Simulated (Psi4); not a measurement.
**PBE/6-31G(d) (spherical functions) run of C2F6 (hexafluoroethane)**

Aim: the energy change on altering one bond length of C2F6 (hexafluoroethane) at PBE/6-31G* (spherical functions), from 2 runs. The job is set up through a Python script.

The calculation is run with Psi4 1.11.

1 further run of the same task is left out (it didn't finish).

## (1) Starting point

C2F6: 8 atoms, total charge 0, spin state singlet. As SMILES, `FC(F)(F)C(F)(F)F`. The shape is that of a PBE0-D4/def2-TZVP optimisation.

Bond lengths: F1–C2 1.325 Å, C2–F3 1.325 Å, C2–F4 1.325 Å, C2–C5 1.549 Å, C5–F6 1.325 Å, C5–F7 1.325 Å, C5–F8 1.325 Å. Some angles: F1–C2–F3 109.1°, F1–C2–F4 109.1°, F1–C2–C5 109.8°, F3–C2–F4 109.1°, F3–C2–C5 109.8°, F4–C2–C5 109.8°, C2–C5–F6 109.8°, C2–C5–F7 109.8°, C2–C5–F8 109.8°, F6–C5–F7 109.1°.

## (2) A single-point energy at PBE/6-31G(d) (spherical functions)

Contents of c2f6.xyz:

```xyz
8
C2F6
F      1.065570    -0.767260     1.152000
C      0.662650    -0.397300    -0.054910
F      1.596070     0.361280    -0.610920
F      0.478560    -1.476610    -0.801220
C     -0.662670     0.397270     0.054890
F     -0.477000     1.479670     0.796360
F     -1.068680     0.762200    -1.152500
F     -1.594500    -0.359250     0.616310
```

Contents of job.py:

```python
import psi4

psi4.set_memory(2200000000)
psi4.set_num_threads(1)
psi4.core.set_output_file('run.log', False)

with open('c2f6.xyz') as f:
    atoms = ''.join(f.readlines()[2:])
mol = psi4.geometry('0 1\n' + atoms + 'symmetry c1')

options = {'basis': '6-31G*', 'reference': 'rks', 'puream': True, 'e_convergence': 1e-09, 'd_convergence': 1e-08, 'scf_type': 'pk', 'dft_radial_points': 99, 'dft_spherical_points': 590}
psi4.set_options(options)

energy_value, wavefunction = psi4.energy('pbe', molecule=mol, return_wfn=True)
psi4.oeprop(wavefunction, 'WIBERG_LOWDIN_INDICES', 'MAYER_INDICES', 'QUADRUPOLE')
print(f'pbe energy: {energy_value:.10f} Eh')
```

On the command line:

```
$ python job.py
```

run.log, shortened:

```text
[...]
  Running in c1 symmetry.
[...]
  Nuclear repulsion =  464.042411859137815
[...]
  Multiplicity = 1
[...]
  Nalpha       = 33
  Nbeta        = 33
[...]
    Number of basis functions: 112
[...]
   @RKS iter   1:  -674.52606385175670    7.06337e-02   4.85940e-03 DIIS/ADIIS
[...]
   @RKS iter   9:  -674.61070758344420   -5.22959e-11   4.74672e-09 DIIS
[...]
    Orbital Energies [Eh]
    ---------------------
    Doubly Occupied:
       1A    -24.317271     2A    -24.317268     3A    -24.317234
       4A    -24.317232     5A    -24.317191     6A    -24.317188
       7A    -10.146688     8A    -10.146677     9A     -1.243099
      10A     -1.219855    11A     -1.147193    12A     -1.147189
      13A     -1.136588    14A     -1.136583    15A     -0.709016
      16A     -0.620549    17A     -0.573705    18A     -0.559878
      19A     -0.559877    20A     -0.531384    21A     -0.531383
      22A     -0.430581    23A     -0.419762    24A     -0.419762
      25A     -0.406888    26A     -0.406888    27A     -0.390487
      28A     -0.390485    29A     -0.364834    30A     -0.364832
      31A     -0.357329    32A     -0.350810    33A     -0.318214
[...]
  @RKS Final Energy:  -674.61070758344420
   => Energetics <=
    Nuclear Repulsion Energy =            464.0424118591378146
    One-Electron Energy =               -1861.3331309727150256
    Two-Electron Energy =                 795.7618008578816671
    DFT Exchange-Correlation Energy =     -73.0817893277485382
    Empirical Dispersion Energy =           0.0000000000000000
    VV10 Nonlocal Energy =                  0.0000000000000000
    Total Energy =                       -674.6107075834441957
[...]
 Multipole Moments:
 ------------------------------------------------------------------------------------
     Multipole            Electronic (a.u.)      Nuclear  (a.u.)        Total (a.u.)
 ------------------------------------------------------------------------------------
 L = 1.  Multiply by 2.5417464519 to convert [e a0] to [Debye]
 Dipole X            :         -0.0000350           -0.0000131           -0.0000482
 Dipole Y            :         -0.0000478           -0.0000197           -0.0000675
 Dipole Z            :         -0.0000428           -0.0000148           -0.0000576
 Magnitude           :                                                    0.0001010
 L = 2.  Multiply by 1.3450342976 to convert [e a0^2] to [Debye ang]
 Quadrupole XX       :       -299.9349985          270.2754414          -29.6595571
 Quadrupole XY       :         72.2026914          -72.1898031            0.0128883
[...]
```

Standard output:

```text
pbe energy: -674.6107075834 Eh
```

Wall time 22 s (1 thread of Intel Xeon Platinum 8375C at 2.90GHz (Ice Lake), shared host); peak memory 0.83 GiB.

## (3) The distorted shape at the same level

Contents of c2f6.xyz:

```xyz
8
C2F6
F      1.157617    -0.227594     1.525163
C      0.754697     0.142366     0.318253
F      1.688117     0.900946    -0.237757
F      0.478560    -1.476610    -0.801220
C     -0.570623     0.936936     0.428053
F     -0.384953     2.019336     1.169523
F     -0.976633     1.301866    -0.779337
F     -1.502453     0.180416     0.989473
```

Contents of run.py:

```python
import psi4

psi4.set_memory('2200 MB')
psi4.set_num_threads(1)
psi4.set_output_file('run.log', False)

with open('c2f6.xyz') as f:
    atoms = ''.join(f.readlines()[2:])
m = psi4.geometry('0 1\n' + atoms + 'symmetry c1\nno_reorient\nno_com')

psi4.set_options({
    'reference': 'rks',
    'puream': True,
    'e_convergence': 1e-09,
    'd_convergence': 1e-08,
    'scf_type': 'pk',
    'dft_radial_points': 99,
    'dft_spherical_points': 590,
})

E = psi4.energy("pbe/6-31G*")
print('E =', round(E, 9))
```

On the command line:

```
$ python run.py
```

run.log, shortened:

```text
[...]
  Running in c1 symmetry.
[...]
  Nuclear repulsion =  440.564125346087621
[...]
  Multiplicity = 1
[...]
  Nalpha       = 33
  Nbeta        = 33
[...]
    Number of basis functions: 112
[...]
   @RKS iter   1:  -674.36143605502002   -1.93189e-01   5.89520e-03 ADIIS/DIIS
[...]
   @RKS iter  13:  -674.51748681307356   -4.77485e-12   6.84199e-09 DIIS
[...]
    Orbital Energies [Eh]
    ---------------------
    Doubly Occupied:
       1A    -24.367354     2A    -24.367304     3A    -24.342955
       4A    -24.330232     5A    -24.330144     6A    -24.218823
       7A    -10.176267     8A    -10.169634     9A     -1.256452
      10A     -1.234648    11A     -1.180692    12A     -1.161809
      13A     -1.153568    14A     -0.969072    15A     -0.733371
      16A     -0.638665    17A     -0.585860    18A     -0.577857
      19A     -0.568330    20A     -0.548647    21A     -0.506649
      22A     -0.454511    23A     -0.435072    24A     -0.426534
      25A     -0.426365    26A     -0.410912    27A     -0.397323
      28A     -0.385717    29A     -0.371506    30A     -0.368484
      31A     -0.323357    32A     -0.268671    33A     -0.268320
[...]
  @RKS Final Energy:  -674.51748681307356
   => Energetics <=
    Nuclear Repulsion Energy =            440.5641253460876214
    One-Electron Energy =               -1814.2824411854410300
    Two-Electron Energy =                 772.0742564425610226
    DFT Exchange-Correlation Energy =     -72.8734274162811886
    Empirical Dispersion Energy =           0.0000000000000000
    VV10 Nonlocal Energy =                  0.0000000000000000
    Total Energy =                       -674.5174868130735604
[...]
 Multipole Moments:
 ------------------------------------------------------------------------------------
     Multipole            Electronic (a.u.)      Nuclear  (a.u.)        Total (a.u.)
 ------------------------------------------------------------------------------------
 L = 1.  Multiply by 2.5417464519 to convert [e a0] to [Debye]
 Dipole X            :         -9.7883290            9.9148998            0.1265708
 Dipole Y            :        -57.3217239           58.1299636            0.8082397
 Dipole Z            :        -39.6399141           40.1953081            0.5553939
 Magnitude           :                                                    0.9888043
[...]
```

The script printed:

```text
E = -674.517486813
```

Wall time 27 s (1 thread of Intel Xeon Platinum 8375C at 2.90GHz (Ice Lake), shared host); peak memory 0.91 GiB.

## (4) Results

Level: PBE/6-31G* (spherical functions).

```
                                                         quantity          value
                                        first shape: total energy  -674.61071 Eh
                                       first shape: dipole moment         0.00 D
                                         first shape: HOMO energy       -8.66 eV
                                         first shape: LUMO energy        1.78 eV
                                       first shape: HOMO–LUMO gap       10.44 eV
                                    distorted shape: total energy  -674.51749 Eh
                                   distorted shape: dipole moment         2.51 D
                                     distorted shape: HOMO energy       -7.30 eV
                                     distorted shape: LUMO energy       -4.14 eV
                                   distorted shape: HOMO–LUMO gap        3.16 eV
energy change with the C2–F4 bond stretched from 1.325 to 1.988 Å       2.537 eV
```

**Reading.** One bond (distorted shape) is far stretched, which a spin-restricted single reference describes badly; a broken-symmetry solution may lie lower. With the C2–F4 bond stretched from 1.325 to 1.988 Å the energy rises by 2.54 eV (245 kJ/mol). The first shape isn't relaxed at this level, so the change isn't measured from a minimum. A restricted reference can't describe the breaking bond well at this length.
